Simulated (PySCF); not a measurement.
# HfSCl2: relaxation and vibrations of the singlet

Aim: relax HfSCl2 as a singlet from a T-shaped (ligand arrangement 2) start, check by its vibrations whether the end is a minimum, and collect its spectrum and constants.

The runs use PySCF 2.14.0; PBE, basis Hf def2-SVP with ECP60, S def2-SVP, Cl def2-SVP, scalar-relativistic core potentials, no spin–orbit coupling, density fitting.

### 1 The starting structure

4 atoms, charge 0, spin multiplicity 1.

Bond lengths: Hf1–S2 2.220 Å, Hf1–Cl3 2.510 Å, Hf1–Cl4 2.510 Å. Angles: S2–Hf1–Cl3 88.0°, S2–Hf1–Cl4 88.0°, Cl3–Hf1–Cl4 176.0°.

Z-matrix (Å, degrees; charge 0 multiplicity 1):
```
Hf
S  1 2.2200
Cl 1 2.5100 2 88.00
Cl 1 2.5100 2 88.00 3 180.00
```

### 2 Relaxing the singlet from the T-shaped (ligand arrangement 2) start

One driver script runs all steps and calls PySCF; scf.py shows how it sets up the SCF of each step. The optimiser is the driver's own. Before each start the driver seeks the lowest SCF state from one or more starting densities and follows internal instabilities, so scf.py alone need not reach the same state.

The program finds C2v symmetry in the start, which this walk keeps.

Input file scf.py:

```python
from pyscf import gto, scf, dft
mol = gto.M(atom='''
Hf     0.000000     0.000000    -0.273560
S      0.000000     0.000000     1.946440
Cl     2.508500    -0.000000    -0.185960
Cl    -2.508500     0.000000    -0.185960''',
    basis={'Hf': 'def2-SVP', 'S': 'def2-SVP', 'Cl': 'def2-SVP'},
    ecp={'Hf': 'def2-SVP'},
    charge=0, spin=0)
mf = dft.RKS(mol, xc='PBE')
mf.grids.atom_grid = (50, 194)
aux = {'Hf': 'def2-universal-JKFIT', 'S': 'def2-universal-JKFIT', 'Cl': 'def2-universal-JKFIT'}
mf = mf.density_fit(auxbasis=aux)
mf.kernel()
```

Energy and gradient, step by step:

```csv
step,energy (Eh),change (kJ/mol),largest symmetric gradient (Eh/bohr)
0,-1365.803404,0.00,0.04618
1,-1365.821879,-48.51,0.02137
2,-1365.839193,-93.96,0.01350
3,-1365.847866,-116.74,0.00792
4,-1365.850932,-124.79,0.00601
5,-1365.851394,-126.00,0.00188
6,-1365.851413,-126.05,0.00040
7,-1365.851413,-126.05,0.00009
```

The walk ran for 11 s (4 threads, shared host).

Geometry (Å) and forces (eV/Å) at some steps:

```
step 0
Hf   0.000   0.000  -0.274   0.000   0.000   2.374
S    0.000   0.000   1.946   0.000   0.000  -0.286
Cl   2.509   0.000  -0.186  -1.074   0.000  -1.044
Cl  -2.509   0.000  -0.186   1.074   0.000  -1.044
step 1
Hf   0.000   0.000  -0.153   0.000   0.000   1.099
S    0.000   0.000   2.037   0.000   0.000   0.421
Cl   2.454   0.000  -0.291  -0.749   0.000  -0.760
Cl  -2.454   0.000  -0.291   0.749   0.000  -0.760
step 4
Hf   0.000   0.000   0.236   0.000   0.000  -0.111
S    0.000   0.000   2.458   0.000   0.000   0.014
Cl   2.207   0.000  -0.697  -0.309   0.000   0.049
Cl  -2.207   0.000  -0.697   0.309   0.000   0.049
step 7
Hf   0.000   0.000   0.268   0.000   0.000   0.005
S    0.000   0.000   2.495   0.000   0.000  -0.003
Cl   2.152   0.000  -0.731   0.002   0.000  -0.001
Cl  -2.152   0.000  -0.731  -0.002   0.000  -0.001
```

End point (C2v, 7 steps, 126.0 kJ/mol gained): Hf–Cl 2.373 Å (×2), Hf–S 2.226 Å; Cl–Hf–Cl 130.2°, Cl–Hf–S 114.9° (×2).

### 3 Hessian and properties

The point is checked on the finer grid, and tightened if its gradient asks for it. The Hessian and the dipole derivatives come from central differences of analytic gradients, with steps of 0.01 bohr.

Edit scf.py of step 2 so:

```diff
@@ -3,4 +3,4 @@
-Hf     0.000000     0.000000    -0.273560
-S      0.000000     0.000000     1.946440
-Cl     2.508500    -0.000000    -0.185960
-Cl    -2.508500     0.000000    -0.185960''',
+Hf     0.000000    -0.000000     0.003851
+S     -0.000000    -0.000000     2.230269
+Cl     2.144525    -0.000000    -1.012499
+Cl    -2.144525     0.000000    -1.012499''',
@@ -11 +11 @@
-mf.grids.atom_grid = (50, 194)
+mf.grids.atom_grid = (75, 302)
```

This SCF starts from the last density.

Log of the central SCF (cycles and frontier levels):

```text
init E= -1365.85140749139
  HOMO = -0.232503178019082  LUMO = -0.175622810120029  gap/eV = 1.54779
cycle= 1 E= -1365.85140749117  delta_E= 2.24e-10  |g|= 2.6e-05  |ddm|= 4.63e-05
  HOMO = -0.232510633113963  LUMO = -0.175620472693485  gap/eV = 1.54806
cycle= 2 E= -1365.85140748815  delta_E= 3.01e-09  |g|= 9.45e-05  |ddm|= 0.000151
  HOMO = -0.23250573787946  LUMO = -0.175623798719731  gap/eV = 1.54784
cycle= 3 E= -1365.85140749134  delta_E= -3.19e-09  |g|= 1.52e-05  |ddm|= 0.000121
  HOMO = -0.232505113918459  LUMO = -0.175622720954072  gap/eV = 1.54785
cycle= 4 E= -1365.85140749142  delta_E= -7.41e-11  |g|= 4.03e-08  |ddm|= 1.78e-05
  HOMO = -0.232505110854746  LUMO = -0.175622724262299  gap/eV = 1.54785
Extra cycle  E= -1365.85140749142  delta_E= -5e-12  |g|= 6.11e-08  |ddm|= 1.01e-07
converged SCF energy = -1365.85140749142
```

The whole step took 26 s.

Geometry: C2v; Hf–Cl 2.373 Å (×2), Hf–S 2.226 Å; Cl–Hf–Cl 129.3°, Cl–Hf–S 115.4° (×2).

Harmonic modes (main isotopes):

```csv
symmetry,ω (cm⁻¹),IR (km/mol),μ (u),type
b1,60i,28.5,48.07,bend
a1,92,0.6,39.58,bend
b2,116,0.5,35.58,bend
a1,355,20.9,36.41,stretch
b2,380,76.1,44.71,stretch
a1,493,43.5,36.89,stretch
```

With 1 mode imaginary (up to 60i cm⁻¹) this point is a saddle.

Constants and moments:

- Dipole moment: 2.25 D
- Highest occupied level: -6.33 eV
- Lowest empty level: -4.78 eV
- Rotational constants: 0.07306, 0.05241, 0.03052 cm⁻¹
- Zero-point energy (real modes): 8.6 kJ/mol
- Principal polarisabilities: 50.6, 82.5, 92.0 bohr³
- Atomisation energy without zero-point energy: 1548 kJ/mol
- Principal traceless quadrupole moments about the centre of mass: -7.58, -6.02, 13.60 D Å

Charges (e) and bond orders:

```json
{"atom": "Hf1", "Mulliken": "0.67", "Löwdin": "-0.38", "polar tensor": "1.71", "Mayer order to Hf1": "–"}
{"atom": "S2", "Mulliken": "-0.23", "Löwdin": "0.14", "polar tensor": "-0.61", "Mayer order to Hf1": "2.37"}
{"atom": "Cl3,4", "Mulliken": "-0.22", "Löwdin": "0.12", "polar tensor": "-0.55", "Mayer order to Hf1": "1.25"}
```

Mulliken populations on Hf1 (outside its core potential): s 2.46, p 6.35, d 2.43, f 0.09.

### 4 Following the imaginary mode

The start is the last point, displaced along its most imaginary mode.

The program finds Cs symmetry in the start, which this walk keeps. Threshold on the gradient: 0.0003 Eh/bohr, with a further test on the energy change.

Edit scf.py of step 3 so:

```diff
@@ -3,4 +3,4 @@
-Hf     0.000000    -0.000000     0.003851
-S     -0.000000    -0.000000     2.230269
-Cl     2.144525    -0.000000    -1.012499
-Cl    -2.144525     0.000000    -1.012499''',
+Hf     0.000000    -0.141520    -0.000362
+S      0.000000     0.249642     2.226057
+Cl     2.144525     0.250000    -1.016712
+Cl    -2.144525     0.250000    -1.016712''',
@@ -11 +11 @@
-mf.grids.atom_grid = (75, 302)
+mf.grids.atom_grid = (50, 194)
```

Energy and gradient, step by step:

```csv
step,energy (Eh),change (kJ/mol),largest symmetric gradient (Eh/bohr)
0,-1365.851675,0.00,0.01715
1,-1365.853367,-4.44,0.00478
2,-1365.854339,-6.99,0.00204
3,-1365.854583,-7.63,0.00590
4,-1365.854788,-8.17,0.00092
5,-1365.854816,-8.25,0.00038
6,-1365.854827,-8.28,0.00019
7,-1365.854829,-8.28,0.00019
```

The walk took 12 s.

Positions (Å) and forces (eV/Å) along the way:

```
step 0
Hf   0.000  -0.142   0.000   0.000   0.204   0.502
S    0.000   0.250   2.226   0.000  -0.116  -0.882
Cl   2.145   0.250  -1.017  -0.540  -0.044   0.190
Cl  -2.145   0.250  -1.017   0.540  -0.044   0.190
step 1
Hf   0.000  -0.179   0.011   0.000  -0.035   0.024
S    0.000   0.260   2.197   0.000   0.021  -0.164
Cl   2.107   0.264  -1.008  -0.246   0.007   0.070
Cl  -2.107   0.264  -1.008   0.246   0.007   0.070
step 4
Hf   0.000  -0.365   0.036   0.000  -0.047   0.018
S    0.000   0.315   2.150   0.000   0.005   0.032
Cl   1.999   0.329  -0.997   0.005   0.021  -0.025
Cl  -1.999   0.329  -0.997  -0.005   0.021  -0.025
step 7
Hf   0.000  -0.392   0.049   0.000   0.003  -0.006
S    0.000   0.321   2.152   0.000  -0.013   0.011
Cl   1.974   0.340  -1.004  -0.001   0.005  -0.003
Cl  -1.974   0.340  -1.004   0.001   0.005  -0.003
```

It settles in Cs symmetry, 8.3 kJ/mol below the start, after 7 steps: Hf–Cl 2.354 Å (×2), Hf–S 2.221 Å; Cl–Hf–Cl 114.0°, Cl–Hf–S 108.9° (×2).

### 5 Frequencies

As before: finer grid, then central differences.

Edit scf.py of step 4 so:

```diff
@@ -3,4 +3,4 @@
-Hf     0.000000    -0.141520    -0.000362
-S      0.000000     0.249642     2.226057
-Cl     2.144525     0.250000    -1.016712
-Cl    -2.144525     0.250000    -1.016712''',
+Hf     0.000000    -0.250405     0.025460
+S      0.000000     0.446419     2.134733
+Cl     1.976723     0.465637    -1.035924
+Cl    -1.976723     0.465637    -1.035924''',
@@ -11 +11 @@
-mf.grids.atom_grid = (50, 194)
+mf.grids.atom_grid = (75, 302)
```

SCF at the final geometry:

```text
init E= -1365.85505199872
  HOMO = -0.228418152267986  LUMO = -0.158619686790489  gap/eV = 1.89931
cycle= 1 E= -1365.85505199822  delta_E= 4.97e-10  |g|= 4.01e-05  |ddm|= 7.82e-05
  HOMO = -0.228406900682728  LUMO = -0.158618374862787  gap/eV = 1.89904
cycle= 2 E= -1365.85505199387  delta_E= 4.35e-09  |g|= 0.000114  |ddm|= 0.000207
  HOMO = -0.228415059703026  LUMO = -0.158616742609804  gap/eV = 1.89931
cycle= 3 E= -1365.8550519984  delta_E= -4.53e-09  |g|= 3.62e-05  |ddm|= 0.00017
  HOMO = -0.228415166877477  LUMO = -0.158618765961528  gap/eV = 1.89926
cycle= 4 E= -1365.85505199883  delta_E= -4.24e-10  |g|= 1.22e-06  |ddm|= 4.07e-05
  HOMO = -0.228415108887095  LUMO = -0.158618738862263  gap/eV = 1.89926
cycle= 5 E= -1365.85505199883  delta_E= -3.18e-12  |g|= 2.55e-08  |ddm|= 1.29e-06
  HOMO = -0.228415111953981  LUMO = -0.158618742998918  gap/eV = 1.89926
Extra cycle  E= -1365.85505199883  delta_E= 4.55e-12  |g|= 3.23e-08  |ddm|= 6.19e-08
converged SCF energy = -1365.85505199883
```

The whole step took 28 s.

Geometry: Cs; Hf–Cl 2.355 Å (×2), Hf–S 2.221 Å; Cl–Hf–Cl 114.1°, Cl–Hf–S 109.4° (×2).

Modes, for the most abundant isotopes:

| symmetry | ω (cm⁻¹) | IR (km/mol) | type |
| --- | --- | --- | --- |
| a' | 70 | 10.2 | bend |
| a' | 107 | 2.0 | bend |
| a'' | 125 | 0.9 | bend |
| a' | 366 | 27.9 | stretch |
| a'' | 378 | 64.4 | stretch |
| a' | 494 | 39.0 | stretch |

Every mode is real; the point is a minimum.

Constants and moments:

```
Dipole moment                                                   : 4.52 D
Highest occupied level                                          : -6.22 eV
Lowest empty level                                              : -4.32 eV
Rotational constants                                            : 0.06645, 0.05509, 0.03411 cm⁻¹
Zero-point energy                                               : 9.2 kJ/mol
Principal polarisabilities                                      : 52.1, 79.9, 94.2 bohr³
Atomisation energy without zero-point energy                    : 1558 kJ/mol
Principal traceless quadrupole moments about the centre of mass : -7.95, -4.05, 12.00 D Å
Entropy at 298.15 K and 1 bar                                   : 356.0 J/(mol K)
Heat capacity Cp at 298.15 K                                    : 75.8 J/(mol K)
Enthalpy at 298.15 K above 0 K                                  : 18.07 kJ/mol
Rotational symmetry number                                      : 1
```

Charges (e) and bond orders:

```tsv
atom	Mulliken	Löwdin	polar tensor	Mayer order to Hf1
Hf1	0.62	-0.45	1.56	–
S2	-0.23	0.15	-0.56	2.38
Cl3,4	-0.20	0.15	-0.50	1.29
```

Mulliken populations on Hf1 (outside its core potential): s 2.49, p 6.32, d 2.47, f 0.09.

### 6 Would spin polarisation lower it?

At the lowest minimum the closed shell is tested against spin polarisation, on the (50, 194) grid. It is stable.

### 7 All stationary points

| spin | group | bonds | imaginary modes (cm⁻¹) | ΔE (kJ/mol) | with zero-point energy |
| --- | --- | --- | --- | --- | --- |
| singlet | Cs | Hf–Cl 2.355 Å (×2), Hf–S 2.221 Å | none | 0.0 | 0.0 |
| singlet | C2v | Hf–Cl 2.373 Å (×2), Hf–S 2.226 Å | 60i | 9.6 | – |

### 8 What came out

| quantity | value |
| --- | --- |
| minimum | singlet, Cs |
| geometry | Hf–Cl 2.355 Å (×2), Hf–S 2.221 Å; Cl–Hf–Cl 114.1°, Cl–Hf–S 109.4° (×2) |
| wavenumbers (cm⁻¹) | 70 (a'), 107 (a'), 125 (a''), 366 (a'), 378 (a''), 494 (a') |
| dipole moment | 4.52 D |
| highest occupied, lowest empty level | -6.22, -4.32 eV |
| polar-tensor charge of Hf1 | +1.56 e |
| zero-point energy | 9.2 kJ/mol |
| entropy at 298.15 K | 356.0 J/(mol K) |
| atomisation energy (no zero-point energy) | 1558 kJ/mol |

In words: The T-shaped (ligand arrangement 2) start (C2v) ends in a minimum of Cs symmetry, after a stop at a saddle point 9.6 kJ/mol higher, from which it was pushed off along an imaginary mode. In the infrared the band at 378 cm⁻¹ (a'', stretch) leads. Only this shape and spin were tried, so other structures or states may lie lower. Take wavenumbers under 90 cm⁻¹ as rough. With an element this heavy the missing spin–orbit coupling can shift these numbers.

The search up to here ran for 84 s (4 threads, shared host).
